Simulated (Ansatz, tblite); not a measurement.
**SnMe3(OiPr) (C₆H₁₆OSn): rung by rung**

One table from this session's results is given with a row withheld; the runs are named, their logs left out.

Computed with Ansatz 0.2.0, Gaussian basis. Level: as each input shows.

Plan: GFN1-xTB, GFN2-xTB, PBE-D4/def2-TZVP, r2SCAN-D4/def2-TZVP, revPBE-D4/def2-TZVP, BLYP-D4/def2-TZVP, HSE06-D4/def2-TZVP, PBE+5HF/def2-SVP, PBE+10HF/def2-SVP, PBE+15HF/def2-SVP, PBE+35HF/def2-SVP, PBE+50HF/def2-SVP, PBE-D4/def2-SVP, PBE0-D4/def2-SVP, CCSD(T)/def2-TZVP, RPA/def2-TZVP.

2 further runs of the same task are left out: 2 set aside as unsound or not needed.

## The relaxed structure

The singlet was relaxed beforehand with r2SCAN-D4/def2-SVP.

24 atoms, charge 0, spin multiplicity 1.

Bond lengths: Sn1–C2 2.159 Å, Sn1–C6 2.148 Å, Sn1–C10 2.160 Å, Sn1–O14 2.013 Å, C2–H3 1.100 Å, C2–H4 1.100 Å, C2–H5 1.100 Å, C6–H7 1.100 Å, C6–H8 1.100 Å, C6–H9 1.100 Å, C10–H11 1.100 Å, C10–H12 1.101 Å, C10–H13 1.100 Å, O14–C15 1.412 Å, C15–C16 1.523 Å, C15–C17 1.528 Å, C15–H18 1.116 Å, C16–H19 1.102 Å and more. Angles: C2–Sn1–C6 113.8°, C2–Sn1–C10 113.2°, C2–Sn1–O14 106.9°, C6–Sn1–C10 112.1°, C6–Sn1–O14 101.5°, C10–Sn1–O14 108.3°, Sn1–C2–H3 110.6°, Sn1–C2–H4 109.9°, Sn1–C2–H5 109.8°, H3–C2–H4 108.7°, H3–C2–H5 108.9°, H4–C2–H5 108.8°, Sn1–C6–H7 111.0°, Sn1–C6–H8 109.1°, Sn1–C6–H9 109.7°, H7–C6–H8 109.0°, H7–C6–H9 109.2°, H8–C6–H9 108.8° and more.

Sn takes a core potential in the def2 sets. No spin-orbit coupling is included.

PBE0-D4/def2-TZVP was run before; its log isn't repeated, and its numbers join the tables.

The first run:

Tight binding, by tblite at 300 K electronic temperature and without a spin-polarisation term:

```python
tblite.interface.Calculator('GFN1-xTB', numbers, positions, charge=0, uhf=0).singlepoint()
```

Tight binding, by tblite at 300 K electronic temperature and without a spin-polarisation term:

```python
tblite.interface.Calculator('GFN2-xTB', numbers, positions, charge=0, uhf=0).singlepoint()
```

start.molden holds the orbitals of an earlier run on this state, given as this run's starting guess.

The input, in.yaml:

```yaml
crystal:
  periodic: [false, false, false]
  atoms:
    - {symbol: Sn, position_ang: [0.986727, 0.841987, -0.013719]}
    - {symbol: C, position_ang: [0.974384, 0.829102, 2.145331]}
    - {symbol: H, position_ang: [-0.055605, 0.887431, 2.526965]}
    - {symbol: H, position_ang: [1.542061, 1.690304, 2.528871]}
    - {symbol: H, position_ang: [1.440534, -0.095849, 2.515720]}
    - {symbol: C, position_ang: [2.943832, 0.626748, -0.871312]}
    - {symbol: H, position_ang: [3.542150, 1.538468, -0.724085]}
    - {symbol: H, position_ang: [2.844541, 0.433653, -1.949957]}
    - {symbol: H, position_ang: [3.461839, -0.224237, -0.405288]}
    - {symbol: C, position_ang: [-0.093928, 2.508322, -0.861800]}
    - {symbol: H, position_ang: [-0.475437, 2.217134, -1.851758]}
    - {symbol: H, position_ang: [0.571363, 3.377181, -0.978415]}
    - {symbol: H, position_ang: [-0.942795, 2.791065, -0.222563]}
    - {symbol: O, position_ang: [0.095235, -0.860748, -0.613423]}
    - {symbol: C, position_ang: [-0.995743, -1.415252, 0.091445]}
    - {symbol: C, position_ang: [-1.260579, -2.794716, -0.496530]}
    - {symbol: C, position_ang: [-2.232686, -0.521573, 0.011426]}
    - {symbol: H, position_ang: [-0.738418, -1.546417, 1.169261]}
    - {symbol: H, position_ang: [-1.527501, -2.698715, -1.561730]}
    - {symbol: H, position_ang: [-2.081493, -3.307550, 0.030193]}
    - {symbol: H, position_ang: [-0.353442, -3.413867, -0.428265]}
    - {symbol: H, position_ang: [-2.046084, 0.461903, 0.476155]}
    - {symbol: H, position_ang: [-2.503246, -0.350992, -1.043994]}
    - {symbol: H, position_ang: [-3.095699, -0.973392, 0.527481]}
basis:
  gaussian: {orbitals: def2-TZVP, initial_orbitals: start.molden}
hamiltonian: {xc: pbe, dispersion: d4}
scf: {omitted_lower_state_checks: [starts]}
output: {orbitals: {seedname: orbitals}}
```

Command:

```console
> ansatz run in.yaml --threads 2 --pin off --events-out ev --progress --plain --max-ram 32768MiB --backend cuda --devices 0, --max-vram 18GiB
```

Among the steps run: PBE-D4/def2-TZVP; r2SCAN-D4/def2-TZVP; revPBE-D4/def2-TZVP; BLYP-D4/def2-TZVP; HSE06-D4/def2-TZVP; PBE+5HF/def2-SVP; PBE+10HF/def2-SVP; PBE+15HF/def2-SVP; PBE+35HF/def2-SVP; PBE+50HF/def2-SVP; PBE-D4/def2-SVP; PBE0-D4/def2-SVP; CCSD(T)/def2-TZVP; RPA/def2-TZVP.

One table of the session follows, with a row left open; its other results are not shown here.

It belongs to the step «Binding energy». 

| method | binding an atom (eV) |
| --- | --- |
| HF/def2-TZVP | 2.901 |
| PBE-D4/def2-SVP | 3.979 |
| PBE-D4/def2-TZVP | 3.962 |
| revPBE-D4/def2-TZVP | ? |
| BLYP-D4/def2-TZVP | 3.882 |
| r2SCAN-D4/def2-TZVP | 3.908 |
| PBE0-D4/def2-SVP | 3.933 |
| PBE0-D4/def2-TZVP | 3.913 |
| HSE06-D4/def2-TZVP | 3.915 |
| MP2/def2-TZVP | 3.805 |
| CCSD/def2-TZVP | 3.735 |
| CCSD(T)/def2-TZVP | 3.782 |

**Question.** Estimate the row for revPBE-D4/def2-TZVP.

As computed: binding an atom (eV): 3.878. In the column «binding an atom (eV)» it lies between MP2/def2-TZVP (3.805) and BLYP-D4/def2-TZVP (3.882).

Limits of these values: Free atoms were run apart at each level; binding is atoms less cluster, divided by the number of atoms, without zero-point or spin-orbit terms.
